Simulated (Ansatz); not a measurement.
# C3H3IO: the cost of one run

Program: Ansatz 0.2.0. Level of theory: UKS PBE/def2-SVP. These are calculated values, not measurements.

## (1) The system as given

Bond lengths: O1–C2 1.358 Å, C2–C3 1.336 Å, C2–C4 1.479 Å, C3–C4 1.521 Å, C4–I5 2.084 Å, O1–H6 1.051 Å, C3–H7 1.079 Å, C4–H8 1.050 Å. Angles: O1–C2–C3 120.0°, O1–C2–C4 123.4°, C3–C2–C4 65.2°, C2–O1–H6 103.3°, C2–C3–C4 62.0°, C2–C3–H7 121.4°, C4–C3–H7 128.0°, C2–C4–C3 52.9°, C2–C4–I5 115.4°, C2–C4–H8 117.9°, C3–C4–I5 113.2°, C3–C4–H8 118.5°, I5–C4–H8 120.7°.

Coordinates:

```xyz
8

O    -0.0204    1.3893    0.8955
C    -0.2806    0.5130   -0.1083
C    -0.7692   -0.6983    0.1729
C     0.6121   -0.6136   -0.4585
I     0.6293   -1.1482   -2.4727
H    -0.5101    2.2657    0.5837
H    -1.0210   -0.9823    1.1831
H     1.4522   -0.7828    0.1486
```

## (2) Relaxing end A

input.yaml

```yaml
crystal:
  periodic: [false, false, false]
  atoms:
    - { symbol: O, position_ang: [-0.0204, 1.3893, 0.8955] }
    - { symbol: C, position_ang: [-0.2806, 0.513, -0.1083] }
    - { symbol: C, position_ang: [-0.7692, -0.6983, 0.1729] }
    - { symbol: C, position_ang: [0.6121, -0.6136, -0.4585] }
    - { symbol: I, position_ang: [0.6293, -1.1482, -2.4727] }
    - { symbol: H, position_ang: [-0.5101, 2.2657, 0.5837] }
    - { symbol: H, position_ang: [-1.021, -0.9823, 1.1831] }
    - { symbol: H, position_ang: [1.4522, -0.7828, 0.1486] }
magnetization:
  spin_polarized: true
basis:
  gaussian: { orbitals: def2-SVP }
hamiltonian:
  xc: pbe
relax:
  f_tol: 0.02
  max_steps: 50
```

Started as:

```
$ ansatz run input.yaml --threads 2 --pin off --max-ram 3072MiB --backend cpu --events-out ev --progress --plain --runs-dir out
```

Q: Estimate wall time and peak memory on 2 threads of Arm Neoverse V1, shared host.

About 46 s, with a peak of 0.16 GiB.
